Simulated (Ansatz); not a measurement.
# SiSnGe2: the cost of one run

Computed with Ansatz 0.2.0 (DFT PBEsol, scalar-relativistic, plane waves, PAW, unless a step's input says otherwise).

## 1. The system as given

The structure is tetragonal, space group P-4m2 (No. 115). Conventional cell: a = 4.099 Å, b = 4.099 Å, c = 5.796 Å, α = 90.00°, β = 90.00°, γ = 90.00°. Around Si (site symmetry -4m2) lie 4 Ge at 2.51 Å. Sn (site symmetry -4m2) is surrounded by 4 Ge at 2.51 Å. Ge (site symmetry 2mm) is surrounded by 2 Si at 2.51 Å and 2 Sn at 2.51 Å.

As a file:

```xyz
4
Lattice="4.0986 0.0000 0.0000 0.0000 4.0986 0.0000 0.0000 0.0000 5.7963" Properties=species:S:1:pos:R:3 pbc="T T T"
Si    0.0000    0.0000    0.0000
Sn    2.0493    2.0493    2.8982
Ge    2.0493    0.0000    4.3472
Ge    0.0000    2.0493    1.4491
```

The cell was made up by rule, so the compound may not exist in this form.

(A quick probe on a coarse mesh, which set the mesh and smearing, is not shown.)

## 3. Coarse relaxation

The input, input.yaml:

```yaml
crystal:
  lattice:
    - [4.0986137457, 0.0, 0.0]
    - [0.0, 4.0986137457, 0.0]
    - [0.0, 0.0, 5.7963151461]
  atoms:
    - { symbol: Si, position: [0.0, 0.0, 0.0] }
    - { symbol: Sn, position: [0.5, 0.5, 0.5] }
    - { symbol: Ge, position: [0.5, 0.0, 0.75] }
    - { symbol: Ge, position: [0.0, 0.5, 0.25] }
basis:
  ecutwfc: 420
kpoints:
  mp_grid: { grid: [6, 6, 4] }
hamiltonian:
  xc: pbesol
scf:
  occupations: { method: gaussian, width: 0.1 }
output:
  forces: true
  stress: true
  eigenvalues: true
relax:
  adjacent_minimum: "off"
  f_tol: 0.05
  max_steps: 80
  cell: { stress_tol: 0.5 }
```

Started as:

```bash
$ ansatz run input.yaml --threads 2 --pin off --max-ram 6144MiB --backend cpu --events-out ev --progress --plain --runs-dir out
```

**Question.** How long does this run take on 2 threads of Arm Neoverse V2, shared host, and how much memory does it need?

About 24 s, with a peak of 0.39 GiB.
